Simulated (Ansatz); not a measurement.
# WBrCl3O: the cost of one run

Computed with Ansatz 0.2.0 (DFT PBE+D3(BJ), scalar-relativistic, plane waves, PAW, unless a step's input says otherwise).

4 further runs of the same task are left out: 3 that didn't finish, 1 set aside as unsound or not needed.

### Step 1. The structure to begin with

Symmetry: P1, No. 1, triclinic system. Conventional cell: a = 3.906 Å, b = 6.383 Å, c = 6.475 Å, α = 83.12°, β = 72.78°, γ = 72.33°. W (site symmetry 1) is surrounded by 2 O at 1.75 to 2.15 Å and 3 Cl at 2.30 to 2.31 Å and 1 Br at 2.46 Å. Br (site symmetry 1) has 1 W at 2.46 Å as nearest neighbours. Cl (site symmetry 1) is surrounded by 1 W at 2.30 Å. Around Cl (site symmetry 1) lie 1 W at 2.31 Å. O (site symmetry 1) is surrounded by 2 W at 1.75 to 2.15 Å.

Coordinates:

```xyz
6
Lattice="3.9064 -0.0017 0.0127 1.9403 6.0799 -0.1282 1.9698 -0.0673 6.1911" Properties=species:S:1:pos:R:3 pbc="T T T"
W     3.9414    5.9986    6.0397
Br    4.2020    1.2087    2.1043
Cl    2.2784    1.8988    5.0239
Cl    2.2430    4.0930    1.0031
Cl    4.2164    4.8482    4.0581
O     6.0956    5.9999    6.0463
```

It goes back to an entry of the Materials Project, which need not be the stable form.

It is the result of an earlier relaxation at this level (volume 24.48 Å³/atom; gap on the mesh: 1.58 eV).

### Step 2. Zero of energy

Reference values: F = -16979.4599 eV; pressure 0.00 GPa; largest force 0.001 eV/Å; gap on the mesh 1.58 eV. It was computed beforehand with the settings of the runs below.

### Step 3. Setting up a strain scan

The cell is strained by ε times the Voigt pattern (0, 0, 0, 0, 1, 0) (xx, yy, zz, yz, xz, xy; engineering shear), with fractional coordinates fixed (clamped ions). The stress on the pattern is the sum of the stress components weighted by it, tension positive.

### Step 4. ε = -0.0400

input.yaml

```yaml
crystal:
  lattice:
    - [3.9061793213, -0.0017316811, -0.0654775872]
    - [1.9428850684, 6.07989691, -0.1669976185]
    - [1.84598635, -0.0672932138, 6.1516815265]
  atoms:
    - { symbol: W, position: [0.0111066903, 0.997651235, 0.9961851633] }
    - { symbol: Br, position: [0.8022580666, 0.2028165489, 0.3424451193] }
    - { symbol: Cl, position: [0.0110845285, 0.3213678268, 0.8181104813] }
    - { symbol: Cl, position: [0.1502149169, 0.6751962318, 0.1756905741] }
    - { symbol: Cl, position: [0.3409464342, 0.8049463517, 0.6714419844] }
    - { symbol: O, position: [0.5623883636, 0.9980218059, 0.9961276775] }
basis:
  ecutwfc: 420
kpoints:
  mp_grid: { grid: [8, 6, 6] }
hamiltonian:
  xc: pbe
  dispersion: d3bj
scf:
  occupations: { method: gaussian, width: 0.05 }
output:
  forces: true
  stress: true
  eigenvalues: true
```

On the command line:

```
$ ansatz run input.yaml --threads 1 --pin off --max-ram 2560MiB --backend cpu --events-out ev --progress --plain --runs-dir out
```

Q: Estimate wall time and peak memory on 1 thread of AMD EPYC 9R45 (Zen 5), shared host.

About 16 s, with a peak of 0.75 GiB.
